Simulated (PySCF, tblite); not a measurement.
**C4H13OPSi3: geometry, infrared bands and NMR shifts**

What infrared bands and NMR shifts should C4H13OPSi3 (`C#C[C@@H](C)[Si@@H](O[SiH3])[SiH2]P`) show?

The runs use tblite 0.8.0 and PySCF 2.14.0, with density-fitted response routines of our own; the level of theory stands in each step. All values are computed, except where a source is named. Atoms count from 0, in the outputs and in this text.

### Step 1. The starting structure

22 atoms, charge 0, multiplicity 1; geometry from: force field or distance geometry start.

Bonds of the start (Å): C0–C1 1.19, C1–C2 1.49, C2–C3 1.50, C2–Si4 1.84, Si4–O5 1.71, O5–Si6 1.71, Si4–Si7 2.22, Si7–P8 2.20, C0–H9 1.08, C2–H10 1.12, C3–H11 1.14, C3–H12 1.07, C3–H13 1.12, Si4–H14 1.47, Si6–H15 1.49, Si6–H16 1.46, Si6–H17 1.47, Si7–H18 1.47, Si7–H19 1.47, P8–H20 1.46, P8–H21 1.46.

### Step 2. Optimising the geometry with GFN2-xTB

The job: settings as JSON, then the geometry in Å.

```
{"job": {"kind": "relax", "xc": "GFN2-xTB", "basis": "xTB"}, "charge": 0, "multiplicity": 1}
C     -2.328800     2.444800     0.033000
C     -1.946300     1.356400     0.340500
C     -1.461300     0.009700     0.741100
C     -1.973900    -1.001400    -0.247600
Si     0.367600     0.018400     0.982300
O      0.826400    -1.553700     1.481500
Si     1.250500    -2.520100     0.131900
Si     1.536500     0.531800    -0.831500
P      2.031300     2.671100    -0.954300
H     -2.700000     3.419200    -0.245900
H     -1.908500    -0.277200     1.728300
H     -1.819100    -2.052100     0.155800
H     -1.642300    -0.869500    -1.259600
H     -3.093000    -0.901200    -0.233400
H      0.652000     0.978700     2.058000
H      1.295800    -3.945600     0.574500
H      0.275900    -2.458100    -0.952100
H      2.585700    -2.187000    -0.388700
H      2.819500    -0.183000    -0.755000
H      0.898600     0.115400    -2.091000
H      3.324400     2.914000    -0.318000
H      0.998400     3.509000    -0.351500
```

Started as:

```bash
$ OMP_NUM_THREADS=1 python probes_run.py task.json out
```

This one command runs all jobs of the session in turn.

**Question.** This job is followed by: GFN2-xTB harmonic vibrations, gas phase; GIAO PBE0/pcSseg-1 NMR shielding, non-relativistic, gas phase. What will the session give for the following? strongest single infrared mode (GFN2-xTB); zero-point energy (GFN2-xTB); 13C shifts against TMS (PBE0/pcSseg-1); 1H shifts against TMS (PBE0/pcSseg-1, means over atoms taken as alike); 29Si shifts against TMS (PBE0/pcSseg-1); 17O shifts against H2O (PBE0/pcSseg-1); 31P shifts against H3PO4 (PBE0/pcSseg-1).

The runs gave:

| quantity | value |
| --- | --- |
| strongest single infrared mode (GFN2-xTB) | 1078 cm⁻¹, 678 km/mol |
| zero-point energy (GFN2-xTB) | 90.6 kcal/mol |
| 13C shifts against TMS (PBE0/pcSseg-1) | 91.4, 78.6, 18.8, 16.8 ppm |
| 1H shifts against TMS (PBE0/pcSseg-1, means over atoms taken as alike) | 5.57, 5.07, 4.20, 3.91, 2.35, 1.50, 1.49, 1.20 ppm |
| 29Si shifts against TMS (PBE0/pcSseg-1) | -13.7, -43.0, -103.2 ppm |
| 17O shifts against H2O (PBE0/pcSseg-1) | 18.9 ppm |
| 31P shifts against H3PO4 (PBE0/pcSseg-1) | -297.0 ppm |

In words: Over 300 steps the energy fell by 1.925 eV; of the close pairs, Si4–Si7 changed most, 2.218 to 2.319 Å. No mode is imaginary among the 60: a minimum at this level. The strongest single mode, at 1078 cm⁻¹, moves mainly O5. Unscaled tight-binding wavenumbers are off by several per cent, some by more. Its intensities can rank the bands wrongly. At PBE0/pcSseg-1: Shielding is most anisotropic at C1 (span 296 ppm, paramagnetic term -169 ppm).
